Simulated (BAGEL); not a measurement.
# CuOH (SMILES [Cu]O): a chain of runs

Aim: a single-point energy (HF/6-31G*), then the energy (NEVPT2(2,2)/6-31G*), then a single-point energy (CASPT2(2,2)/6-31G*) of CuOH. 

The calculation is run with BAGEL 1.2.2.

1 further run of the same task is left out (set aside as unsound or not needed).

## 1. Starting point

CuOH: 3 atoms, total charge 0, spin state singlet. SMILES: `[Cu]O`. The O2–H3 distance was set to 1.538 Å, away from the relaxed value. At this shape a bond of the SMILES string is far longer than usual.

Bond lengths: Cu1–O2 1.785 Å. A long bond or contact: O2–H3 1.538 Å.

## 2. The energy at HF/6-31G(d) (density fitting with svp-jkfit, spherical functions) (run 1)

File job.json:

```json
{ "bagel" : [

{
  "title" : "molecule",
  "basis" : "6-31gs.json",
  "df_basis" : "svp-jkfit",
  "geometry" : [
    { "atom" : "Cu", "xyz" : [ -2.54927267,  1.56051694, -1.21525075 ] },
    { "atom" : "O", "xyz" : [  0.40939594,  1.60314916,  0.40420675 ] },
    { "atom" : "H", "xyz" : [  1.39824615, -1.12075877,  0.63668653 ] }
  ]
},
{ "title" : "hf" },
{ "title" : "print", "file" : "orbitals.molden", "orbitals" : true }

]}
```

The basis set 6-31G* is read from a file made from the Basis Set Exchange's data (not shown).

The run is started by

```sh
$ BAGEL_NUM_THREADS=1 BAGEL job.json > job.out
```

The log of the run:

```text
* using 1 threads per process

  ===============================================================
  ===============================================================

  *** Geometry ***

  { "atom" : "Cu", "xyz" : [     -2.549273,      1.560517,     -1.215251 ] },
  { "atom" : "O", "xyz" : [      0.409396,      1.603149,      0.404207 ] },
  { "atom" : "H", "xyz" : [      1.398246,     -1.120759,      0.636687 ] },

  Number of auxiliary basis functions:      359

  Since a DF basis is specified, we compute 2- and 3-index integrals:
    o Being stored without compression. Storage requirement is 0.007 GB

  Number of basis functions:       50
  Number of electrons      :       38

    * METHOD: MOLECULE                             0.12

  *** RHF ***

  === Nuclear Repulsion ===
    77.1955777028

      * DIIS with orbital gradients will be used.

  === RHF iteration (6-31gs.json) ===
      0      -1713.29042370          0.05767047           0.02
      1      -1712.27572939          0.09683671           0.02
      2      -1713.88160998          0.00886710           0.02
      3      -1713.89582936          0.00591642           0.02
      4      -1713.90330129          0.00154180           0.02
      5      -1713.90533308          0.00060702           0.02
      6      -1713.90560637          0.00022083           0.02
      7      -1713.90565399          0.00014895           0.02
      8      -1713.90568831          0.00008454           0.02
      9      -1713.90570413          0.00004882           0.02
     10      -1713.90570767          0.00003347           0.02
     11      -1713.90570891          0.00001046           0.02
     12      -1713.90570895          0.00000444           0.02
     13      -1713.90570897          0.00000156           0.02
     14      -1713.90570897          0.00000089           0.02
     15      -1713.90570897          0.00000034           0.02
     16      -1713.90570897          0.00000021           0.02
     17      -1713.90570897          0.00000012           0.02
     18      -1713.90570897          0.00000004           0.02
     19      -1713.90570897          0.00000003           0.02
     20      -1713.90570897          0.00000002           0.02
     21      -1713.90570897          0.00000001           0.02
    * SCF iteration converged.

    * Permanent dipole moment:
           (    1.941034,     0.243919,     1.086797) a.u.

    * METHOD: HF                                   0.57

    * METHOD: PRINT                                0.01

  ===============================================================
```

Wall time 0.83 s (1 thread of Arm Neoverse V1, shared host); peak memory 0.14 GiB.

## 3. The energy at NEVPT2(2,2)/6-31G(d) (density fitting with svp-jkfit, spherical functions) (run 2)

File calc.json:

```json
{ "bagel" : [

{
  "title" : "molecule",
  "basis" : "6-31gs.json",
  "df_basis" : "svp-jkfit",
  "angstrom" : "false",
  "geometry" : [
    { "atom" : "Cu", "xyz" : [ -2.54927267,  1.56051694, -1.21525075 ] },
    { "atom" : "O", "xyz" : [  0.40939594,  1.60314916,  0.40420675 ] },
    { "atom" : "H", "xyz" : [  1.39824615, -1.12075877,  0.63668653 ] }
  ]
},
{
  "title" : "hf"
},
{
  "title" : "nevpt2",
  "nstate" : 1,
  "nact" : 2,
  "nclosed" : 18,
  "active" : [18, 23],
  "maxiter" : 200,
  "natocc" : "true",
  "ncore" : 6
},
{
  "title" : "print",
  "file" : "orbitals.molden",
  "orbitals" : "true"
}

]}
```

The basis set 6-31G* is read from a file made from the Basis Set Exchange's data (not shown).

The run is started by

```sh
$ BAGEL_NUM_THREADS=1 BAGEL calc.json > calc.out
```

The log of the run:

```text
* using 1 threads per process

  ===============================================================
  ===============================================================

  *** Geometry ***

  { "atom" : "Cu", "xyz" : [     -2.549273,      1.560517,     -1.215251 ] },
  { "atom" : "O", "xyz" : [      0.409396,      1.603149,      0.404207 ] },
  { "atom" : "H", "xyz" : [      1.398246,     -1.120759,      0.636687 ] },

  Number of auxiliary basis functions:      359

  Since a DF basis is specified, we compute 2- and 3-index integrals:
    o Being stored without compression. Storage requirement is 0.007 GB

  Number of basis functions:       50
  Number of electrons      :       38

    * METHOD: MOLECULE                             0.12

  *** RHF ***

  === Nuclear Repulsion ===
    77.1955777028

      * DIIS with orbital gradients will be used.

  === RHF iteration (6-31gs.json) ===
      0      -1713.29042370          0.05767047           0.02
      1      -1712.27572939          0.09683671           0.02
      2      -1713.88160998          0.00886710           0.02
      3      -1713.89582936          0.00591642           0.02
      4      -1713.90330129          0.00154180           0.02
      5      -1713.90533308          0.00060702           0.02
      6      -1713.90560637          0.00022083           0.02
      7      -1713.90565399          0.00014895           0.02
      8      -1713.90568831          0.00008454           0.02
      9      -1713.90570413          0.00004882           0.02
     10      -1713.90570767          0.00003347           0.02
     11      -1713.90570891          0.00001046           0.02
     12      -1713.90570895          0.00000444           0.02
     13      -1713.90570897          0.00000156           0.02
     14      -1713.90570897          0.00000089           0.02
     15      -1713.90570897          0.00000034           0.02
     16      -1713.90570897          0.00000021           0.02
     17      -1713.90570897          0.00000012           0.02
     18      -1713.90570897          0.00000004           0.02
     19      -1713.90570897          0.00000003           0.02
     20      -1713.90570897          0.00000002           0.02
     21      -1713.90570897          0.00000001           0.02
    * SCF iteration converged.

    * Permanent dipole moment:
           (    1.941034,     0.243919,     1.086797) a.u.

    * METHOD: HF                                   0.57

    * freezing 6 orbitals
  ---------------------------
      CASSCF calculation
  ---------------------------

    ==== Active orbitals : =====
         Orbital 18
         Orbital 23
    ============================

    * nstate   :      1
    * nclosed  :     18
    * nact     :      2
    * nvirt    :     30
  === CASSCF iteration (6-31gs.json) ===

    * Using the second-order algorithm

      0  0     -1713.91288647     2.03e-03      0.01

      1  0     -1713.95759337     4.71e-03      0.11

      2  0     -1713.96513206     1.12e-03      0.12

      3  0     -1713.96539004     1.90e-04      0.13

      4  0     -1713.96539616     4.29e-05      0.11

      5  0     -1713.96539639     1.32e-05      0.13

      6  0     -1713.96539641     4.29e-06      0.13

      7  0     -1713.96539641     1.40e-06      0.13

      8  0     -1713.96539641     4.53e-07      0.12

      9  0     -1713.96539641     1.46e-07      0.11

     10  0     -1713.96539641     4.73e-08      0.10

     11  0     -1713.96539641     1.53e-08      0.10

     12  0     -1713.96539641     4.91e-09      0.10

    * Second-order optimization converged. *

     guess   0:   closed 1.                   open ..

  === FCI iteration ===

      0  0     -1713.90238364     1.01e-01      0.00
      1  0     -1713.96532500     3.12e-03      0.00
      2  0 *   -1713.96539641     1.58e-16      0.00

     * ci vector, state   0, <S^2> = 0.0000
       2.     0.9547238162
       .2    -0.2974935879

  === DF-NEVPT2 calculation ===

    * 3-index integral transformation done
    * assembly done

      NEVPT2 correlation energy:   -0.5127517582      0.05

          (+0)     -0.4367830739
          (+0)'    -0.0279338224
          (+1)     -0.0118414176
          (+1)'    -0.0000000000
          (+2)     -0.0008544180
          (-1)     -0.0331984194
          (-1)'     0.0000000000
          (-2)     -0.0021406069

      NEVPT2 total energy:       -1714.4781481699

    * METHOD: NEVPT2                               1.54

    * METHOD: PRINT                                0.01

  ===============================================================
```

Wall time 2.4 s (1 thread of Arm Neoverse V1, shared host); peak memory 0.14 GiB.

## 4. The energy at CASPT2(2,2)/6-31G(d) (density fitting with svp-jkfit, spherical functions) (run 3)

File input.json:

```json
{ "bagel": [

{
  "title": "molecule",
  "basis": "6-31gs.json",
  "df_basis": "svp-jkfit",
  "geometry": [
    { "atom": "Cu", "xyz": [    -2.54927267,     1.56051694,    -1.21525075 ] },
    { "atom": "O", "xyz": [     0.40939594,     1.60314916,     0.40420675 ] },
    { "atom": "H", "xyz": [     1.39824615,    -1.12075877,     0.63668653 ] }
  ]
},

{
  "title": "hf"
},

{
  "title": "casscf",
  "nstate": 1,
  "nact": 2,
  "nclosed": 18,
  "active": [18, 23],
  "maxiter": 200,
  "natocc": true
},

{
  "title": "print",
  "file": "orbitals.molden",
  "orbitals": true
},

{
  "title": "smith",
  "method": "caspt2",
  "ms": true,
  "xms": true,
  "sssr": true,
  "shift": 0.2,
  "shift_imag": true,
  "ncore": 6
}

]}
```

The basis set 6-31G* is read from a file made from the Basis Set Exchange's data (not shown).

The run is started by

```sh
$ BAGEL_NUM_THREADS=1 BAGEL input.json > input.out
```

The log of the run:

```text
* using 1 threads per process

  ===============================================================
  ===============================================================

  *** Geometry ***

  { "atom" : "Cu", "xyz" : [     -2.549273,      1.560517,     -1.215251 ] },
  { "atom" : "O", "xyz" : [      0.409396,      1.603149,      0.404207 ] },
  { "atom" : "H", "xyz" : [      1.398246,     -1.120759,      0.636687 ] },

  Number of auxiliary basis functions:      359

  Since a DF basis is specified, we compute 2- and 3-index integrals:
    o Being stored without compression. Storage requirement is 0.007 GB

  Number of basis functions:       50
  Number of electrons      :       38

    * METHOD: MOLECULE                             0.12

  *** RHF ***

  === Nuclear Repulsion ===
    77.1955777028

      * DIIS with orbital gradients will be used.

  === RHF iteration (6-31gs.json) ===
      0      -1713.29042370          0.05767047           0.02
      1      -1712.27572939          0.09683671           0.02
      2      -1713.88160998          0.00886710           0.02
      3      -1713.89582936          0.00591642           0.02
      4      -1713.90330129          0.00154180           0.02
      5      -1713.90533308          0.00060702           0.02
      6      -1713.90560637          0.00022083           0.02
      7      -1713.90565399          0.00014895           0.02
      8      -1713.90568831          0.00008454           0.02
      9      -1713.90570413          0.00004882           0.02
     10      -1713.90570767          0.00003347           0.02
     11      -1713.90570891          0.00001046           0.02
     12      -1713.90570895          0.00000444           0.02
     13      -1713.90570897          0.00000156           0.02
     14      -1713.90570897          0.00000089           0.02
     15      -1713.90570897          0.00000034           0.02
     16      -1713.90570897          0.00000021           0.02
     17      -1713.90570897          0.00000012           0.02
     18      -1713.90570897          0.00000004           0.02
     19      -1713.90570897          0.00000003           0.02
     20      -1713.90570897          0.00000002           0.02
     21      -1713.90570897          0.00000001           0.02
    * SCF iteration converged.

    * Permanent dipole moment:
           (    1.941034,     0.243919,     1.086797) a.u.

    * METHOD: HF                                   0.59

  ---------------------------
      CASSCF calculation
  ---------------------------

    ==== Active orbitals : =====
         Orbital 18
         Orbital 23
    ============================

    * nstate   :      1
    * nclosed  :     18
    * nact     :      2
    * nvirt    :     30
  === CASSCF iteration (6-31gs.json) ===

    * Using the second-order algorithm

      0  0     -1713.91288647     2.03e-03      0.01

      1  0     -1713.95759337     4.71e-03      0.11

      2  0     -1713.96513206     1.12e-03      0.12

      3  0     -1713.96539004     1.90e-04      0.14

      4  0     -1713.96539616     4.29e-05      0.13

      5  0     -1713.96539639     1.32e-05      0.13

      6  0     -1713.96539641     4.29e-06      0.12

      7  0     -1713.96539641     1.40e-06      0.12

      8  0     -1713.96539641     4.53e-07      0.12

      9  0     -1713.96539641     1.46e-07      0.11

     10  0     -1713.96539641     4.73e-08      0.10

     11  0     -1713.96539641     1.53e-08      0.10

     12  0     -1713.96539641     4.91e-09      0.09

    * Second-order optimization converged. *

     guess   0:   closed 1.                   open ..

  === FCI iteration ===

      0  0     -1713.90238364     1.01e-01      0.00
      1  0     -1713.96532500     3.12e-03      0.00
      2  0 *   -1713.96539641     1.58e-16      0.00

     * ci vector, state   0, <S^2> = 0.0000
       2.     0.9547238162
       .2    -0.2974935879

    * METHOD: CASSCF                               1.45

    * METHOD: PRINT                                0.01

  === SMITH program ===

    * freezing 6 orbitals

    * Approximate memory requirement for SMITH calulation per MPI process:
      o Storage requirement for T-amplitude, lambda, and residual is 0.01 GB
      o Storage requirement for MO integrals is 0.00 GB
    * Calculating and saving rdm4f

    * Zeroth order energy : state  0       -0.6365902508

    * CASPT2 iteration is performed using orthogonal basis

      -------------------------------------------  CASPT2 iteration  ---------------------------------------------------
       #      aibj      arbs      arbi      airj      risj      airs      arst      rist         Etot      error   time
      ------------------------------------------------------------------------------------------------------------------

       0  -0.43577  -0.00261  -0.03403  -0.01250  -0.00113  -0.02691  -0.00000  -0.00000   -0.5129422  0.0014710   0.03
       1  -0.43584  -0.00262  -0.03411  -0.01257  -0.00116  -0.02720  -0.00000  -0.00000   -0.5135015  0.0001664   0.02
       2  -0.43585  -0.00262  -0.03410  -0.01257  -0.00116  -0.02721  -0.00000  -0.00000   -0.5135120  0.0000292   0.02
       3  -0.43585  -0.00262  -0.03410  -0.01257  -0.00116  -0.02721   0.00000  -0.00000   -0.5135122  0.0000046   0.02
       4  -0.43585  -0.00262  -0.03410  -0.01257  -0.00116  -0.02721   0.00000  -0.00000   -0.5135122  0.0000008   0.03

      ------------------------------------------------------------------------------------------------------------------

    * CASPT2 energy : state  0    -1714.4808090134
        w/o shift correction      -1714.4789086479
        reference weight              0.8864788520

    * METHOD: SMITH                                0.20

  ===============================================================
```

Wall time 2.5 s (1 thread of Arm Neoverse V1, shared host); peak memory 0.14 GiB.

## 5. Outcome

```
                               quantity           value
         run 1, HF/6-31G*: total energy  -1713.90571 Eh
        run 1, HF/6-31G*: dipole moment          5.69 D
          run 1, HF/6-31G*: HOMO energy        -9.45 eV
          run 1, HF/6-31G*: LUMO energy         0.34 eV
        run 1, HF/6-31G*: HOMO–LUMO gap         9.79 eV
run 2, NEVPT2(2,2)/6-31G*: total energy  -1714.47815 Eh
run 3, CASPT2(2,2)/6-31G*: total energy  -1714.48081 Eh
```

What this shows: One bond (run 1, HF/6-31G*) is far stretched, which a spin-restricted single reference describes badly; a broken-symmetry solution may lie lower.
